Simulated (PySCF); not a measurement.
# C5H2FNS: the cost of one run

The runs use PySCF 2.14.0, with density-fitted response routines of our own; the level of theory stands in each step. All values are computed, except where a source is named. Atoms count from 0, in the outputs and in this text.

## Step 1: Starting geometry

10 atoms, charge 0, multiplicity 1; geometry from: GFN2-xTB.

Bonds of the start (Å): C0–C1 1.20, C1–C2 1.40, C2–N3 1.29, N3–C4 1.34, C4–C5 1.36, C5–F6 1.33, C5–S7 1.73, S7–C2 1.77, C0–H8 1.05, C4–H9 1.07.

## Step 2: TDDFT and polarisability: B3LYP/def2-SVPD

What the job is given:

```
{"job": {"kind": "uv", "xc": "B3LYP", "basis": "def2-SVPD", "nstates": 8, "ntriplets": 3}, "charge": 0, "multiplicity": 1}
C      3.061422     0.108034     0.197545
C      1.863890     0.038641     0.120718
C      0.469549     0.004666     0.028775
N     -0.258562    -1.057406     0.018330
C     -1.572584    -0.789103    -0.078986
C     -1.863999     0.539703    -0.145455
F     -3.070782     1.085793    -0.243635
S     -0.441308     1.521127    -0.086565
H      4.107804     0.144163     0.265136
H     -2.286548    -1.590964    -0.098391
```

Method: TDDFT B3LYP/def2-SVPD, vertical, gas phase, core orbitals frozen in the response.

Run with:

```console
> OMP_NUM_THREADS=1 python probes_run.py task.json out
```

One launch serves the whole session: the jobs run in the order shown.

**Question.** How long does this job take on 1 thread of Arm Neoverse V2, shared host, and how much memory does it need?

About 28 s, with a peak of 0.78 GiB.
